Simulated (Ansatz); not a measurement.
# Be₂H₂ (singlet): wave-function methods side by side at distance Be1–Be2 = 1.683 Å, cc-pVDZ

One table from this session's results is given with a row withheld; the runs are named, their logs left out.

Program: Ansatz 0.2.0, Gaussian basis. Level of theory: cc-pVDZ, core rule «outside noble gas», up to 2 orbitals frozen. These are calculated values, not measurements.

Plan: UHF; CCSD(T) on RHF; BCCD(T) on RHF; CISD; CCSDT(Q) on RHF; CASSCF and MRCISD+Q, 2 electrons in 2 orbitals; CASSCF and NEVPT2, 2 electrons in 2 orbitals; CASSCF and MRCISD+Q, 6 electrons in 10 orbitals; CASSCF and NEVPT4(SD), 6 electrons in 10 orbitals; CASSCF and NEVPT2, 6 electrons in 10 orbitals; Full CI.

27 further runs of the same task are left out: 15 for a known fault of the program, 10 that didn't finish, 2 set aside as unsound or not needed.

## What is computed

The geometry derives from a PBE0/def2-TZVP stationary point (not a proven minimum). One bond is set to the value named and the two fragments are kept rigid.

4 atoms, charge 0, spin multiplicity 1.

Atoms are counted from 1 here; the program's logs count them from 0.

Bond lengths: Be1–Be2 1.683 Å, Be1–H3 1.348 Å, Be2–H4 1.348 Å. Angles: Be2–Be1–H3 180.0°, Be1–Be2–H4 180.0°.

Set-up of the first run:

Input file in.yaml:

```yaml
crystal:
  periodic: [false, false, false]
  atoms:
    - {symbol: Be, position_ang: [0.000000, 0.000000, 0.841500]}
    - {symbol: Be, position_ang: [0.000000, 0.000000, -0.841500]}
    - {symbol: H, position_ang: [0.000000, 0.000000, 2.189018]}
    - {symbol: H, position_ang: [0.000000, 0.000000, -2.189018]}
basis:
  gaussian: {orbitals: cc-pVDZ}
magnetization: {spin_polarized: true, initial_magnetization: 0}
hamiltonian: {xc: hf}
output: {orbitals: {seedname: orbitals}}
```

On the command line:

```bash
> ansatz run in.yaml --threads 1 --pin off --events-out ev --progress --plain --max-ram 2393MiB
```

Steps of the session up to this table: UHF; CCSD(T) on RHF; BCCD(T) on RHF; CISD; CCSDT(Q) on RHF; CASSCF and MRCISD+Q, 2 electrons in 2 orbitals; CASSCF and NEVPT2, 2 electrons in 2 orbitals; CASSCF and MRCISD+Q, 6 electrons in 10 orbitals; CASSCF and NEVPT4(SD), 6 electrons in 10 orbitals; CASSCF and NEVPT2, 6 electrons in 10 orbitals; Full CI.

One table of the session follows, with a row left open; its other results are not shown here.

| method | from FCI (meV) |
| --- | --- |
| RHF | +3078.3 |
| RMP2 | +887.4 |
| CISD | +203.3 |
| RCCSD | +54.1 |
| RCCSD(T) | +14.7 |
| BCCD(T) | +14.6 |
| RCCSDT | +1.7 |
| RCCSDT(Q) | +0.4 |
| CASSCF pair | +2621.6 |
| NEVPT2 pair | +823.0 |
| CASSCF valence | +1279.2 |
| NEVPT2 valence | +385.6 |
| NEVPT4(SD) valence | +78.0 |
| MRCISD valence | ? |
| MRCISD+Q valence | +11.2 |
| FCI | 0 |

Estimate the missing values for MRCISD valence.

As computed: from FCI (meV): +45.2. In the column «from FCI (meV)» it lies between RCCSD(T) (+14.7) and RCCSD (+54.1).

Not comparable, so not listed: CASSCF and MRCISD+Q, 2 electrons in 2 orbitals (they don't share determinant, frozen orbitals or solution with the rows shown, or repeat one).

Limits of these values: Warnings in the runs' records: passed over end.
